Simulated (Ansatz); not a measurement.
# LaN: a single-point run

Wanted: a converged single-point run for LaN, and a check of what comes out. The structure is shown as the input types it. The cell is built on a prototype (zincblende) and needn't be the phase found in nature.

Computed with Ansatz 0.2.0 (density functional or hybrid calculation with the settings of its input, plane waves (as first typed), unless a step's input says otherwise).

1 further run of the same task is left out (for a known fault of the program).

## Step 1: The starting structure

The structure is cubic, space group F-43m (No. 216). The conventional cell has a = 5.605 Å, b = 5.605 Å, c = 5.605 Å, α = 90.00°, β = 90.00°, γ = 90.00°. La (site symmetry -43m) is surrounded by 4 N at 2.43 Å. N (site symmetry -43m) has 4 La at 2.43 Å as nearest neighbours.

Coordinates:

```cif
data_structure
_symmetry_space_group_name_H-M 'P 1'
_symmetry_Int_Tables_number 1
_cell_length_a 3.9632
_cell_length_b 3.9632
_cell_length_c 3.9632
_cell_angle_alpha 60.000
_cell_angle_beta 60.000
_cell_angle_gamma 60.000
_cell_volume 44.02
loop_
_atom_site_label
_atom_site_type_symbol
_atom_site_fract_x
_atom_site_fract_y
_atom_site_fract_z
_atom_site_occupancy
La1 La 0.00000 0.00000 0.00000 1
N1 N 0.25000 0.25000 0.25000 1
```

## Step 2: Running it

input.yaml reads:

```yaml
crystal:
  lattice:
    - [0.0, 2.8023844601, 2.8023844601]
    - [2.8023844601, 0.0, 2.8023844601]
    - [2.8023844601, 2.8023844601, 0.0]
  atoms:
    - { symbol: La, position: [0.0, 0.0, 0.0] }
    - { symbol: "N", position: [0.25, 0.25, 0.25] }
kpoints:
  mp_grid: { grid: [6, 6, 6] }
hamiltonian:
  xc: pbesol
scf:
  occupations: { method: fixed }
  n_extra_bands: 4
output:
  forces: true
  stress: true
  eigenvalues: true
magnetization:
  spin_orbit: true
```

Command:

```sh
$ ansatz run input.yaml --threads 4 --pin off --max-ram 3686MiB --backend cpu --events-out ev --progress --plain --runs-dir out
```

**Question.** How will this run end, and is anything wrong with its input?

The program refused the input before any cycle. It says: «inconsistent input (magnetization.spin_orbit, magnetization.noncollinear): true requires noncollinear: true — spin–orbit coupling acts on 2-spinor wavefunctions; set both flags»

In the input, magnetization.spin_orbit is true. The potentials chosen hold no spin-orbit term, or the run isn't non-collinear.

Fix: delete magnetization.spin_orbit (the default then holds).
